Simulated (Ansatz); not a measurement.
# TaO+ (triplet): energies up the ladder

The task, for TaO+ (triplet): energies up the ladder. Charge +1. Spin multiplicity 3.

Method: the levels named in each step, in Ansatz 0.2.0.

### Step 1. The system as given

Bond lengths: O1–Ta2 1.720 Å.

As a file:

```xyz
2

O     0.0000    0.0000    0.0000
Ta    0.0000    0.0000    1.7202
```

### Step 2. A rough first relaxation, PBE-D4/def2-SVP

File input.yaml:

```yaml
crystal:
  periodic: [false, false, false]
  atoms:
    - { symbol: O, position_ang: [0.0, 0.0, 0.0] }
    - { symbol: Ta, position_ang: [0.0, 0.0, 1.72019] }
magnetization:
  spin_polarized: true
  initial_magnetization: 2
total_charge: 1
basis:
  gaussian: { orbitals: def2-SVP }
hamiltonian:
  xc: pbe
  dispersion: d4
relax:
  f_tol: 0.03
  max_steps: 200
```

Command:

```console
$ ansatz run input.yaml --threads 2 --pin off --max-ram 5120MiB --backend cpu --events-out ev --progress --plain --runs-dir out
```

After this run come: Relaxation, PBE0-D4/def2-TZVPP; Frequencies, PBE0-D4/def2-TZVPP; Single point, PBE-D4/def2-TZVPP; Single point, r2SCAN-D4/def2-TZVPP; Single point, B3LYP-D4/def2-TZVPP; Single point, wB97M-V/def2-TZVPP; Single point, B2PLYP/def2-TZVPP; Single point, LDA/def2-TZVPP; Single point, PBE0-D4/def2-SVP; Single point, PBE-D4/def2-SVP.

Q: Predict the outcome of this session. Wanted: O1–Ta2 at PBE0-D4/def2-TZVPP; frequencies at PBE0-D4/def2-TZVPP; energy at PBE-D4/def2-SVP.

The runs gave:

```
                         quantity         value
     O1–Ta2 at PBE0-D4/def2-TZVPP       1.657 Å
frequencies at PBE0-D4/def2-TZVPP     1107 cm⁻¹
        energy at PBE-D4/def2-SVP  -3586.529 eV
```

**Reading.** No mode is imaginary, so the geometry is a minimum. These totals serve in differences with atoms or fragments at the same level; alone they don't rank the methods. Heavy atoms carry effective core potentials in def2 sets, and spin-orbit coupling is left out.
